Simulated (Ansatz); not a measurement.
# TiO2: the cost of one run

Method: DFT r²SCAN, frozen-core PAW, scalar-relativistic unless said, in Ansatz 0.2.0.

1 further run of the same task is left out (set aside as unsound or not needed).

## 1. The starting structure

It takes space group P4_2/mnm (No. 136, tetragonal). The conventional cell has a = 4.592 Å, b = 4.592 Å, c = 2.957 Å, α = 90.00°, β = 90.00°, γ = 90.00°. Ti (site symmetry mmm) is surrounded by 6 O at 1.95 to 1.98 Å. Around O (site symmetry m2m) lie 3 Ti at 1.95 to 1.98 Å.

Structure file:

```
Ti O
1.0
     4.59220    0.00000    0.00000
     0.00000    4.59220    0.00000
     0.00000    0.00000    2.95740
Ti O
2 4
Direct
  0.00000 0.00000 0.00000
  0.50000 0.50000 0.50000
  0.30496 0.30496 0.00000
  0.19504 0.80496 0.50000
  0.69504 0.69504 0.00000
  0.80496 0.19504 0.50000
```

Cartesian axes are those of the input's lattice vectors. The structure goes back to a database entry.

## 2. Cell and atoms relaxed, PAW

input.yaml reads:

```yaml
crystal:
  lattice:
    - [4.5922, 0.0, 0.0]
    - [0.0, 4.5922, 0.0]
    - [0.0, 0.0, 2.9574]
  atoms:
    - { symbol: Ti, position: [0.0, 0.0, 0.0] }
    - { symbol: Ti, position: [0.5, 0.5, 0.5] }
    - { symbol: O, position: [0.30496, 0.30496, 0.0] }
    - { symbol: O, position: [0.19504, 0.80496, 0.5] }
    - { symbol: O, position: [0.69504, 0.69504, 0.0] }
    - { symbol: O, position: [0.80496, 0.19504, 0.5] }
kpoints:
  mp_grid: { grid: [8, 8, 10] }
scf:
  occupations: { method: fermi_dirac, width: 0.05 }
hamiltonian:
  xc: r2scan
  pseudopotentials: { kind: paw }
relax:
  f_tol: 0.002
  max_steps: 80
  cell: {}
output:
  forces: true
  stress: true
```

Run with:

```bash
ansatz run input.yaml --threads 2 --pin off --max-ram 6144MiB --backend cpu --events-out ev --progress --plain --runs-dir out
```

What time and memory should one allow on 2 threads of Intel Xeon Platinum 8488C (Sapphire Rapids), shared host?

About 25 s, with a peak of 0.67 GiB.
